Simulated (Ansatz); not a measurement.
**Pt (fcc type): how the settings move a single-point run**

Aim: see which settings change the result for Pt (fcc type), by how much, and at what cost.

Computed with Ansatz 0.2.0 (reference: DFT, PBEsol, all-electron LAPW, scalar-relativistic, unless a step's input says otherwise).

## Step 1: The system as given

It takes space group Fm-3m (No. 225, cubic). The conventional cell has a = 3.269 Å, b = 3.269 Å, c = 3.269 Å, α = 90.00°, β = 90.00°, γ = 90.00°. Around Pt (site symmetry m-3m) lie 12 Pt at 2.31 Å.

Structure file:

```
Pt
1.0
     0.00000    1.63430    1.63430
     1.63430    0.00000    1.63430
     1.63430    1.63430    0.00000
Pt
1
Direct
  0.00000 0.00000 0.00000
```

## Step 2: Reference

input.yaml reads:

```yaml
crystal:
  lattice:
    - [0.0, 1.6342960681, 1.6342960681]
    - [1.6342960681, 0.0, 1.6342960681]
    - [1.6342960681, 1.6342960681, 0.0]
  atoms:
    - { symbol: Pt, position: [0.0, 0.0, 0.0] }
kpoints:
  mp_grid: { grid: [18, 18, 18] }
scf:
  occupations: { method: fermi_dirac, width: 0.08 }
hamiltonian:
  xc: pbesol
  pseudopotentials: { kind: all_electron, lapw: { basis_error: 0.001 } }
output:
  forces: true
  stress: true
  eigenvalues: true
  populations: true
```

Started as:

```bash
> ansatz run input.yaml --threads 1 --pin off --max-ram 2048MiB --backend cpu --events-out ev --progress --plain --runs-dir out
```

## Step 3: Changed: dispersion d3bj

Edit input.yaml of step 2 so:

```diff
@@ -14,2 +14,3 @@
   pseudopotentials: { kind: all_electron, lapw: { basis_error: 0.001 } }
+  dispersion: d3bj
 output:
```

## Step 4: Variant: occupations.method tetrahedron, scf.algorithm density_mixing, xc_grid 2, width left out

Edit input.yaml of step 2 so:

```diff
@@ -10,3 +10,4 @@
 scf:
-  occupations: { method: fermi_dirac, width: 0.08 }
+  occupations: { method: tetrahedron }
+  algorithm: density_mixing
 hamiltonian:
@@ -19 +20,3 @@
   populations: true
+basis:
+  xc_grid: 2
```

## Step 5: Changed: mp_grid.grid [9, 9, 9], n_extra_bands 2, xc revpbe

Edit input.yaml of step 2 so:

```diff
@@ -8,7 +8,8 @@
 kpoints:
-  mp_grid: { grid: [18, 18, 18] }
+  mp_grid: { grid: [9, 9, 9] }
 scf:
   occupations: { method: fermi_dirac, width: 0.08 }
+  n_extra_bands: 2
 hamiltonian:
-  xc: pbesol
+  xc: revpbe
   pseudopotentials: { kind: all_electron, lapw: { basis_error: 0.001 } }
```

What does the calculation give? Wanted: for each run, ending; energy change; pressure; gap; force.

The runs gave:

| run | ending | energy change | pressure (GPa) | gap (eV) | force (eV/Å) | cycles | time |
| --- | --- | --- | --- | --- | --- | --- | --- |
| reference | converged | 0 | 623.1 | 0.00 | 0.00 | 6 | 33 s |
| 1: dispersion d3bj | converged | -1.30 eV/atom (offset of the dispersion model) | 599.0 | 0.00 | 0.00 | 6 | 33 s |
| 2: occupations.method tetrahedron, scf.algorithm density_mixing, xc_grid 2, width left out | converged | -4.9 meV/atom (σ→0) | 622.8 | 0.00 | 0.00 | 6 | 30 s |
| 3: mp_grid.grid [9, 9, 9], n_extra_bands 2, xc revpbe | converged | not comparable | 652.6 | 0.00 | 0.00 | 6 | 6.6 s |

Residual by cycle in the longest SCF loop of each run; runs are numbered as in the table. The quantity is the density residual dr2, in eV.

| cycle | reference | run 1 | run 2 | run 3 |
| --- | --- | --- | --- | --- |
| 1 | 0.0301 | 0.0301 | 0.0302 | 0.0256 |
| 2 | 0.00793 | 0.00793 | 0.00798 | 0.00758 |
| 3 | 0.00102 | 0.00102 | 0.00102 | 9.0e-4 |
| 4 | 8.2e-5 | 8.2e-5 | 8.2e-5 | 7.1e-5 |
| 5 | 1.1e-6 | 1.1e-6 | 1.1e-6 | 1.3e-6 |
| 6 | 7.5e-10 | 7.5e-10 | 7.3e-10 | 1.6e-9 |

What this shows: «occupations.method tetrahedron, scf.algorithm density_mixing, xc_grid 2, width left out» moves the energy by -4.9 meV/atom. Of the variants the dearest is «dispersion d3bj» (33 s), the cheapest «mp_grid.grid [9, 9, 9], n_extra_bands 2, xc revpbe» (6.6 s), on a shared host. The structure is not at rest: the sound run finds 623 GPa, so these are no properties of the relaxed crystal. 
